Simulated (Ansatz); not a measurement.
What does this script print? It uses Ansatz 0.2.0 through its Python package.

The script reads `alh4ns2.xyz`:
```text
8

N    -0.45870    1.60580   -0.07070
Al    0.21630   -0.09490   -0.37150
S     2.43040   -0.40810   -0.31880
S    -1.08840   -1.83430   -0.76380
H    -1.07930    1.87320   -0.94180
H    -1.16590    1.58820    0.72290
H     2.46050   -0.67070    1.08100
H    -1.22280   -2.11640    0.60690
```

The script, `spin_alh4ns2.py`:
```python
import ansatz

alh4ns2 = ansatz.Crystal.molecule_from_extxyz("alh4ns2.xyz")

model = (
    alh4ns2.calculation()
    .basis(gaussian="aug-cc-pVDZ")
    .functional("pbe0")
)
found = {}
for unpaired in [0, 2, 4]:
    summary = model.spin("collinear", total=unpaired).run().report
    s = unpaired / 2
    found[unpaired] = summary["free_energy_ev"]
    print(f"2S+1 = {unpaired + 1}: E = {found[unpaired]:.5f} eV, <S^2> = {abs(summary['mean_field']['state']['spin_squared']):.3f} (pure state {s * (s + 1):.2f})")
lowest = min(found, key=found.get)
for unpaired, e in found.items():
    print(f"multiplicity {unpaired + 1}: {23.060548 * (e - found[lowest]):.1f} kcal/mol above the lowest")
```

```console
$ python spin_alh4ns2.py
2S+1 = 1: E = -29813.45611 eV, <S^2> = 0.000 (pure state 0.00)
2S+1 = 3: E = -29809.63541 eV, <S^2> = 2.011 (pure state 2.00)
2S+1 = 5: E = -29805.41171 eV, <S^2> = 6.017 (pure state 6.00)
multiplicity 1: 0.0 kcal/mol above the lowest
multiplicity 3: 88.1 kcal/mol above the lowest
multiplicity 5: 185.5 kcal/mol above the lowest
```

In order: multiplicity 1 (+0.00 eV), multiplicity 3 (+3.82 eV) and multiplicity 5 (+8.04 eV), all at the one geometry.

Notes:
- Total energies depend on the basis set; only differences at equal settings carry meaning.
- The geometry is a force-field or estimated start, not a minimum of this method, and the basis set is short of its limit. All parts are taken at fixed geometry, without zero-point energy.
- It ran for 72 s on 1 thread of Arm Neoverse V2, on a shared host, peak memory 0.53 GiB.
